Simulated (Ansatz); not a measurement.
This script for a short molecular-dynamics run of CH₃NOSi, SMILES O[SiH]1C=N1 with the Ansatz DFT code, driven from Python holds a mistake.

The script, `ch3nosi_md.py`:
```python
"""A short Born-Oppenheimer trajectory of CH3NOSi."""

import ansatz as az
import numpy as np

config = {
    "basis": "6-31G*",
    "xc": "pbe",
    "n_steps": 30,
    "temperature_k": 200,
}


def main() -> None:
    geometry_ang = [
        ("O", (-0.7444, 0.9726, -1.1808)),
        ("Si", (0.2961, 0.6413, -0.0098)),
        ("C", (0.7385, -1.007, 0.2783)),
        ("N", (-0.3783, -0.8818, 0.5811)),
        ("H", (-1.5698, 0.4309, -1.1585)),
        ("H", (0.2008, 1.6025, 1.1263)),
        ("H", (1.5184, -1.8265, 0.3177)),
    ]
    ch3nosi = az.Crystal.molecule()
    for symbol, xyz in geometry_ang:
        ch3nosi = ch3nosi.atom(symbol, xyz)

    job = (
        ch3nosi.calculation()
        .basis(gaussian=config["basis"])
        .functional(config["xc"])
        .stress()
        .md("nvt_langevin", timestep=1.0, steps=config["n_steps"], temperature=config["temperature_k"], initial_velocities="maxwell_boltzmann", seed=47, friction=0.05)
    )
    frames = []
    job.session().plan().execute(on_event=lambda e: frames.append(e["data"]) if e["event"] == "md_step" else None)
    print("t (fs)   E_pot (eV)      E_kin (eV)   T (K)   d(0-1) (A)")
    for f in frames[::3]:
        xyz = np.array(f["positions_ang"])
        print(f"{f['time_fs']:6.2f} {f['lagrangian_ev']:14.5f} {f['e_kin_ev']:10.5f} {f['temperature_k']:8.1f} {np.linalg.norm(xyz[0] - xyz[1]):9.4f}")
    print("mean temperature", round(float(np.mean([f["temperature_k"] for f in frames])), 1), "K")


if __name__ == "__main__":
    main()
```

```console
$ python ch3nosi_md.py
Traceback (most recent call last):
  File "ch3nosi_md.py", line 45, in <module>
    main()
    ~~~~^^
  File "ch3nosi_md.py", line 36, in main
    job.session().plan().execute(on_event=lambda e: frames.append(e["data"]) if e["event"] == "md_step" else None)
    ~~~~~~~~~~~^^
  ...
ansatz.RefusalError: invalid value for `basis.gaussian`: such a run doesn't read output.stress; remove what it names
$ echo $?
1
```
(Library frames cut from the traceback.)

Why does it end like this?

The fault: a molecule has no stress. The change:

```diff
--- before
+++ after
@@ -31,3 +31,2 @@
         .functional(config["xc"])
-        .stress()
         .md("nvt_langevin", timestep=1.0, steps=config["n_steps"], temperature=config["temperature_k"], initial_velocities="maxwell_boltzmann", seed=47, friction=0.05)
```

The mended script runs so:

```console
$ python ch3nosi_md.py
t (fs)   E_pot (eV)      E_kin (eV)   T (K)   d(0-1) (A)
  0.00   -12488.62066    0.15511    171.4    1.6011
  3.00   -12488.95578    0.48150    532.1    1.5988
  6.00   -12489.17946    0.50140    554.1    1.6124
  9.00   -12489.06957    0.28275    312.5    1.6258
 12.00   -12489.20416    0.35809    395.8    1.6509
 15.00   -12489.45063    0.49992    552.5    1.6789
 18.00   -12489.47192    0.51467    568.8    1.7006
 21.00   -12489.38472    0.31608    349.3    1.7108
 24.00   -12489.51123    0.31428    347.3    1.7116
 27.00   -12489.63614    0.35301    390.1    1.7069
 30.00   -12489.57596    0.22375    247.3    1.6988
mean temperature 410.4 K
```

Caveats:
- Total energies depend on the basis set; only differences at equal settings carry meaning.
- The trajectory is only some femtoseconds long, so its temperature is not equilibrated; where the script doesn't relax first, it starts from a rough generated geometry.
- The printed temperature counts all 3N degrees of freedom under Langevin dynamics, so the first row lies under the target.
- With hydrogen a step over 0.5 fs is long.
- The whole script took 48 s on 1 thread of Arm Neoverse V2, on a shared host, peak memory 0.19 GiB.

(Lines on the test bed's own set-up are left out of the output.)
